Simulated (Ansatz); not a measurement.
Crystal: NaLaMnMoO6.

```
CELL_PARAMETERS angstrom
4.72242 -2.73688 0.00000
4.72242 2.73688 0.00000
-3.17602 0.00000 4.47137
ATOMIC_POSITIONS crystal
Na 0.25021 0.25021 0.74459
La 0.75117 0.75117 0.25707
Mn 0.49918 0.49918 0.49917
Mo 0.00110 0.00110 0.00114
O 0.28503 0.78106 0.28520
O 0.78106 0.28503 0.28520
O 0.25187 0.25187 0.18775
O 0.74777 0.74777 0.81124
O 0.21883 0.71407 0.71525
O 0.71407 0.21883 0.71525
```

The cell was built by a generator and needn't be a form met in nature.

```yaml
Program: Ansatz 0.2.0
Task: relaxation of cell and atoms
Functional: PBEsol
Dispersion: D3(BJ)
Potentials_or_basis: Ansatz PAW
Cutoff: "420 eV (not typed: the program's choice for these potentials)"
k_mesh: 5 × 5 × 5
Occupations: fermi-dirac, width 0.05 eV
Spin: collinear spin, ferromagnetic start
Starting_moments: "[0.0, 0.0, 4.0, 1.0, 0.0, 0.0, 0.0, 0.0, 0.0, 0.0] μB"
```

At the start: volume 11.56 Å³/atom.

How do energy, volume and symmetry change on relaxing?

It ends after 10 steps and the volume is 10.89 Å³/atom (-5.8 %); space group Cm (No. 8, to 0.05 Å); moment 1.22 μB per cell.

The path:
| step | energy change (eV) | largest force (eV/Å) | volume (Å³) |
| --- | --- | --- | --- |
| 1 | 0.0000 | 0.2713 | 115.58 |
| 2 | -0.1701 | 0.3491 | 110.56 |
| 3 | -0.1920 | 0.2505 | 109.92 |
| 4 | -0.2123 | 0.1299 | 109.37 |
| 5 | -0.2216 | 0.0396 | 109.11 |
| 6 | -0.2219 | 0.0104 | 109.05 |
| 7 | -0.2018 | 0.0104 | 109.05 |
| 8 | -0.2030 | 0.0145 | 108.80 |
| 9 | -0.2027 | 0.0008 | 108.88 |
| 10 | -0.2021 | 0.0008 | 108.88 |

Final structure:
```
Na La Mn Mo O
1.0
     4.62965   -2.68076   -0.00212
     4.62965    2.68076   -0.00212
    -3.11564    0.00000    4.38801
Na La Mn Mo O
1 1 1 1 6
Cartesian
  -0.0089 0.0000 3.2687
  6.1605 0.0000 1.1156
  3.0677 0.0000 2.1884
  0.0053 0.0000 0.0037
  4.0145 1.3288 1.2483
  4.0145 -1.3288 1.2483
  1.7456 0.0000 0.8499
  4.4126 0.0000 3.5122
  2.1158 1.3124 3.1500
  2.1158 -1.3124 3.1500
```

Caveat: the plane-wave basis is chosen anew once the cell has moved, so the energies of steps on either side of that aren't comparable; the pressure holds a Pulay correction of +0.7 GPa for the finite cutoff; a cell with one magnetic atom can't hold antiferromagnetic order, which such compounds often take; pairwise dispersion overbinds metals, which lowers pressure and volume; the PAW data sets come from PBE, with cores solved anew for the run's functional, which leaves a small shift of forces and pressure; the starting moments weren't kept.
